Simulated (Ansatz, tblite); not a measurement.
KBr: GFN2-xTB, run from Python

These are simulated results from tblite 0.8.0, not measurements. The cell began as a measured structure and was relaxed with r2SCAN in plane waves (Ansatz 0.2.0). All runs are without spin polarisation.

It is cubic, Fm-3m (No. 225); a = 6.605 Å in the conventional setting, 36.02 Å³ an atom. K has 6 Br at 3.30 Å; Br has 6 K at 3.30 Å.

tblite solves periodic systems at the zone centre alone, so the script builds a cluster of 2×2×2 conventional cells (64 atoms), which folds in a coarse mesh of k points.

The script, run.py:

```python
import json
from ase import Atoms
from ase.build import make_supercell
from ase.units import Bohr, GPa, Hartree
from tblite.interface import Calculator

atoms = Atoms(['K', 'Br'],
              cell=[[0.0, 3.30243872, 3.30243872], [3.30243872, 0.0, 3.30243872], [3.30243872, 3.30243872, 0.0]],
              scaled_positions=[[0.0, 0.0, 0.0], [0.5, 0.5, 0.5]],
              pbc=True)
cluster = make_supercell(atoms, [[-2, 2, 2], [2, -2, 2], [2, 2, -2]])
calc = Calculator('GFN2-xTB', cluster.numbers, cluster.positions / Bohr, lattice=cluster.cell[:] / Bohr, periodic=cluster.pbc)
calc.set('temperature', 0.02 / Hartree)
calc.set('max-iter', 150)
res = calc.singlepoint()
levels = res.get('orbital-energies') * Hartree
nv = round(res.get('orbital-occupations').sum() / 2)
cells = len(cluster) // len(atoms)
out = {'energy_per_cell': res.get('energy') * Hartree / cells, 'homo': levels[nv - 1], 'lumo': levels[nv],
       'stress': (-res.get('virial') * Hartree / cluster.get_volume() / GPa).tolist(), 'charges': res.get('charges')[:len(atoms)].tolist(), 'electrons': 2 * nv / cells}
json.dump(out, open('results.json', 'w'))
for key, value in out.items():
    print(key, value)
```

Command: `python run.py`. It took 4.8 s on 1 thread of Arm Neoverse V1 (shared host), peak memory 0.11 GiB.

The log:

```
------------------------------------------------------------
  cycle        total energy    energy error   density error
------------------------------------------------------------
      1     -137.3318214333  -1.3741032E+02   3.5128065E-01
      2     -139.8149826506  -2.4831612E+00   1.6345685E-01
      3     -138.3867457535   1.4282369E+00   1.9986912E-01
      4     -139.9928843973  -1.6061386E+00   1.3184051E-01
      5     -141.1344690564  -1.1415847E+00   4.6507427E-02
      6     -141.2283528065  -9.3883750E-02   2.9750717E-02
      7     -141.2671252894  -3.8772483E-02   1.8684337E-02
      8     -141.2793147757  -1.2189486E-02   1.3270858E-02
      9     -141.2894845703  -1.0169795E-02   5.6259460E-03
     10     -141.2915366456  -2.0520753E-03   1.4964999E-03
     11     -141.2916689094  -1.3226378E-04   5.7313419E-04
     12     -141.2916860478  -1.7138404E-05   2.8574578E-04
     13     -141.2916914016  -5.3537832E-06   6.6715447E-05
     14     -141.2916917038  -3.0219866E-07   7.9269364E-06
------------------------------------------------------------

 total:                                   4.131 sec
energy_per_cell -120.14821140585809
homo -11.925992247762805
lumo -5.975688153153982
stress [[2.2475117446350756, 1.0164920886972623e-08, 1.7142072529368425e-09], [1.0164920847349952e-08, 2.247511744639233, 4.398730774894688e-09], [1.7142072327417769e-09, 4.398730809064757e-09, 2.247511744612179]]
charges [0.6300138777227278, -0.630011271441788]
electrons 8.0
```

The cycle table is in hartree for the whole cluster, and the lines after it are in eV (the energy for one cell). The printed stress is in GPa and positive in compression, and the pressure is its mean diagonal.

GFN2-xTB gives a gap of 5.95 eV. On the same cell, plane-wave PBE (Ansatz, 6×6×6 k points and the special points) gives a gap of 4.43 eV and r2SCAN a gap of 5.07 eV; on shared hosts these took about 1.5 and 4.2 core-seconds on the 2-atom cell, against 4.8 for the script. Semilocal gaps usually lie below measured ones. xTB was fitted to molecules, so gaps, charges and pressures of solids can be far off, and the gap also depends on the size of the cluster.

The same script was run on cells scaled at fixed shape and fractional coordinates:

```
volume (Å³/atom)  energy (meV/atom)  pressure (GPa, positive in compression)  gap (eV)
           31.69               96.3                                     5.13      7.58
           33.86               38.5                                     3.50      6.67
           36.02                0.0                                     2.25      5.95
           38.18              -24.1                                     1.34      5.37
           40.34              -37.1                                     0.63      4.90
```

The minimum lies beyond the largest of these volumes.

xTB was fitted mostly to molecules, and a small cluster samples few k points, so gaps, pressures and kinks along a curve can be far from a solid's.

The runs are scalar-relativistic, without spin-orbit coupling.
